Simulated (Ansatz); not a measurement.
# TaTi3: the cost of one run

All numbers are computed with Ansatz 0.2.0, driven from Python. The levels of theory stand in the script.

## 1. The structure

Symmetry: Fm-3m, No. 225, cubic system. Conventional cell: a = 6.533 Å, b = 6.533 Å, c = 6.533 Å, α = 90.00°, β = 90.00°, γ = 90.00°. Ti (site symmetry -43m) is surrounded by 4 Ti at 2.83 Å and 4 Ta at 2.83 Å. Ti (site symmetry m-3m) is surrounded by 8 Ti at 2.83 Å. Ta (site symmetry m-3m) is surrounded by 8 Ti at 2.83 Å.

The script holds or builds the structure itself.

## 2. Script

xc_tati3.py

```python
import logging
import sys

import ansatz as az
import numpy as np
from tabulate import tabulate

logging.basicConfig(stream=sys.stdout, format='%(levelname)s %(message)s')
logger = logging.getLogger('run')
logger.setLevel(logging.INFO)


def main() -> None:
    vectors = np.array([
        [0.0, 3.26653, 3.26653],
        [3.26653, 0.0, 3.26653],
        [3.26653, 3.26653, 0.0],
    ])
    system = (
        az.Lattice.of(vectors)
        .atom('Ti', [0.25, 0.25, 0.25])
        .atom('Ti', [0.75, 0.75, 0.75])
        .atom('Ti', [0.5, 0.5, 0.5])
        .atom('Ta', [0.0, 0.0, 0.0])
    )

    job = (
        system.calculation()
        .occupations(az.OccupationsMethod.FERMI_DIRAC, width=0.02)
        .pseudopotentials('nc')
        .accuracy('low')
        .kpoints(mesh=(6, 6, 6), shift=0.5)
        .stress()
    )

    rows = []
    for value in ['blyp', 'pbesol', 'lda']:
        data = job.functional(value).run().report
        rows.append((value, data['free_energy_ev'] / len(data['lattice']['sites']), data['n_iterations'], sum(data['stress_gpa'][i][i] for i in range(3)) / 3, data['n_kpoints']))

    print(tabulate(rows, headers=['functional', 'F/atom (eV)', 'iterations', 'P (GPa)', 'k-points'], floatfmt='.4f', tablefmt='github'))


if __name__ == '__main__':
    main()
```

## 3. The calls as engine input

The engine receives this input (first run):

```yaml
crystal:
  lattice:
    - [0.0, 3.26653, 3.26653]
    - [3.26653, 0.0, 3.26653]
    - [3.26653, 3.26653, 0.0]
  atoms:
    - { symbol: Ti, position: [0.25, 0.25, 0.25] }
    - { symbol: Ti, position: [0.75, 0.75, 0.75] }
    - { symbol: Ti, position: [0.5, 0.5, 0.5] }
    - { symbol: Ta, position: [0.0, 0.0, 0.0] }
accuracy: low
kpoints:
  mp_grid:
    grid: [6, 6, 6]
    shift: [0.5, 0.5, 0.5]
hamiltonian:
  xc: blyp
  pseudopotentials:
    kind: nc
scf:
  occupations:
    method: fermi_dirac
    width: 0.02
output:
  stress: true
```

## 4. Launch

Command:

```sh
$ python xc_tati3.py
```

Q: Estimate wall time and peak memory on 1 thread of Arm Neoverse V1, shared host.

About 71 s, with a peak of 0.54 GiB.
